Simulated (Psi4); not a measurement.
# TiH4 (SMILES [H][Ti]([H])([H])[H]): HF/3-21G

Aim: the energy change on altering one bond length of TiH4 at HF/3-21G, from 2 runs. 

Program for the calculation: Psi4 1.11.

9 further runs of the same task are left out: 8 that didn't finish, 1 set aside as unsound or not needed.

**1. Starting point**

TiH4: 5 atoms, total charge 0, spin state singlet. SMILES: `[H][Ti]([H])([H])[H]`. The shape comes from GFN2-xTB, which is rough for such elements, and wasn't checked as a minimum.

Bond lengths: Ti1–H2 1.731 Å, Ti1–H3 1.731 Å, Ti1–H4 1.731 Å, Ti1–H5 1.731 Å. Angles: H2–Ti1–H3 109.4°, H2–Ti1–H4 109.4°, H2–Ti1–H5 109.5°, H3–Ti1–H4 109.5°, H3–Ti1–H5 109.5°, H4–Ti1–H5 109.4°.

**2. Energy and gradient at HF/3-21G**

File h4ti.in:

```
memory 1600 MB

molecule {
  0 1
  Ti    -0.000010    -0.000210    -0.000150
  H      0.010960    -0.016820     1.730970
  H      1.628940     0.010440    -0.586290
  H     -0.824250     1.416520    -0.557510
  H     -0.815640    -1.409940    -0.587010
  units angstrom
  symmetry c1
  no_reorient
  no_com
}

set basis 3-21G
set puream true
set e_convergence 1e-09
set d_convergence 1e-08
set scf_type pk

energy_value, wavefunction = gradient("scf", return_wfn=True)
```

Command:

```console
$ psi4 -n 1 h4ti.in h4ti.out
```

h4ti.out:

```text
[...]
  Running in c1 symmetry.
[...]
  Nuclear repulsion =   28.021838281682800
[...]
  Multiplicity = 1
[...]
  Nalpha       = 13
  Nbeta        = 13
[...]
    Number of basis functions: 35
[...]
   @RHF iter   1:  -846.21448339873166   -9.24648e-01   1.07056e-02 DIIS/ADIIS
[...]
   @RHF iter   9:  -846.40907581854526   -1.81899e-12   9.87305e-09 DIIS
[...]
    Orbital Energies [Eh]
    ---------------------
    Doubly Occupied:
       1A   -182.354610     2A    -21.635055     3A    -17.981160
       4A    -17.981156     5A    -17.981154     6A     -3.072660
       7A     -1.975719     8A     -1.975709     9A     -1.975704
      10A     -0.477604    11A     -0.454861    12A     -0.454801
      13A     -0.454774
[...]
  @RHF Final Energy:  -846.40907581854526
   => Energetics <=
    Nuclear Repulsion Energy =             28.0218382816828004
    One-Electron Energy =               -1211.3118914334536385
    Two-Electron Energy =                 336.8809773332254736
    Total Energy =                       -846.4090758185452614
[...]
 Multipole Moments:
 ------------------------------------------------------------------------------------
     Multipole            Electronic (a.u.)      Nuclear  (a.u.)        Total (a.u.)
 ------------------------------------------------------------------------------------
 L = 1.  Multiply by 2.5417464519 to convert [e a0] to [Debye]
 Dipole X            :          0.0003482           -0.0003968           -0.0000486
 Dipole Y            :          0.0077121           -0.0083526           -0.0006405
 Dipole Z            :          0.0054692           -0.0059337           -0.0004645
 Magnitude           :                                                    0.0007927
[...]
  -Total Gradient:
     Atom            X                  Y                   Z
    ------   -----------------  -----------------  -----------------
       1       -0.000005225269    -0.000044102472    -0.000031632483
       2        0.000122907848    -0.000143561404     0.017103240386
       3        0.016093347179     0.000098971731    -0.005770425639
       4       -0.008157087733     0.013990677134    -0.005495189753
       5       -0.008053942025    -0.013901984989    -0.005805992512
[...]
```

Wall time 1.5 s (1 thread of AMD EPYC 9R45 (Zen 5), shared host); peak memory 0.19 GiB.

**3. The distorted shape: the energy at HF/3-21G**

File h4ti.xyz:

```xyz
5
H4Ti
Ti     0.412091    -0.708542     0.278517
H      0.423061    -0.725152     2.009637
H      2.041041    -0.697892    -0.307623
H     -0.824250     1.416520    -0.557510
H     -0.403539    -2.118272    -0.308343
```

File calc.py:

```python
import psi4

psi4.set_memory(1600000000)
psi4.set_num_threads(1)
psi4.set_output_file('psi4.out', False)

with open('h4ti.xyz') as f:
    atoms = ''.join(f.readlines()[2:])
geom = psi4.geometry('0 1\n' + atoms + 'symmetry c1')

psi4.set_options(dict(basis='3-21G', puream=True, e_convergence=1e-09, d_convergence=1e-08, scf_type='pk'))

e_tot, wfn = psi4.energy("hf", return_wfn=True)
psi4.oeprop(wfn, "LOWDIN_CHARGES", "MAYER_INDICES", "DIPOLE")
print('E =', round(e_tot, 9))
```

Command:

```console
$ python calc.py
```

psi4.out:

```text
[...]
  Running in c1 symmetry.
[...]
  Nuclear repulsion =   25.663619486246294
[...]
  Multiplicity = 1
[...]
  Nalpha       = 13
  Nbeta        = 13
[...]
    Number of basis functions: 35
[...]
   @RHF iter   1:  -846.06080052057609   -8.63021e-01   1.17424e-02 DIIS/ADIIS
[...]
   @RHF iter  14:  -846.32797415546031   -5.68434e-13   4.04026e-09 DIIS
[...]
    Orbital Energies [Eh]
    ---------------------
    Doubly Occupied:
       1A   -182.403755     2A    -21.681340     3A    -18.028882
       4A    -18.027372     5A    -18.027365     6A     -3.113305
       7A     -2.015517     8A     -2.015506     9A     -2.014311
      10A     -0.495261    11A     -0.488812    12A     -0.488745
      13A     -0.332446
[...]
  @RHF Final Energy:  -846.32797415546031
   => Energetics <=
    Nuclear Repulsion Energy =             25.6636194862462936
    One-Electron Energy =               -1205.7179477673507790
    Two-Electron Energy =                 333.7263541256442636
    Total Energy =                       -846.3279741554601969
[...]
 Multipole Moments:
 ------------------------------------------------------------------------------------
     Multipole            Electronic (a.u.)      Nuclear  (a.u.)        Total (a.u.)
 ------------------------------------------------------------------------------------
 L = 1.  Multiply by 2.5417464519 to convert [e a0] to [Debye]
 Dipole X            :          0.9170870           -0.3861285            0.5309584
 Dipole Y            :         -1.5779549            0.6647448           -0.9132100
 Dipole Z            :          0.6191129           -0.2604236            0.3586892
 Magnitude           :                                                    1.1155839
[...]
```

On the terminal:

```text
E = -846.327974155
```

Wall time 1.6 s (1 thread of AMD EPYC 9R45 (Zen 5), shared host); peak memory 0.19 GiB.

**4. Summary of results**

At HF/3-21G:

| quantity | value |
| --- | --- |
| first shape: total energy | -846.40908 Eh |
| first shape: dipole moment | 0.00 D |
| first shape: HOMO energy | -12.38 eV |
| first shape: LUMO energy | 0.34 eV |
| first shape: HOMO–LUMO gap | 12.71 eV |
| first shape: largest force on an atom | 0.880 eV/Å |
| distorted shape: total energy | -846.32797 Eh |
| distorted shape: dipole moment | 2.84 D |
| distorted shape: HOMO energy | -9.05 eV |
| distorted shape: LUMO energy | -0.45 eV |
| distorted shape: HOMO–LUMO gap | 8.59 eV |
| energy change with the Ti1–H4 bond stretched from 1.731 to 2.597 Å | 2.207 eV |

In words: With the Ti1–H4 bond stretched from 1.731 to 2.597 Å the energy rises by 2.21 eV (51 kcal/mol). The first shape isn't relaxed at this level, so the change isn't measured from a minimum. A restricted reference can't describe the breaking bond well at this length. The largest force (first shape) is 0.88 eV/Å: the shape isn't a stationary point for this species at this level.
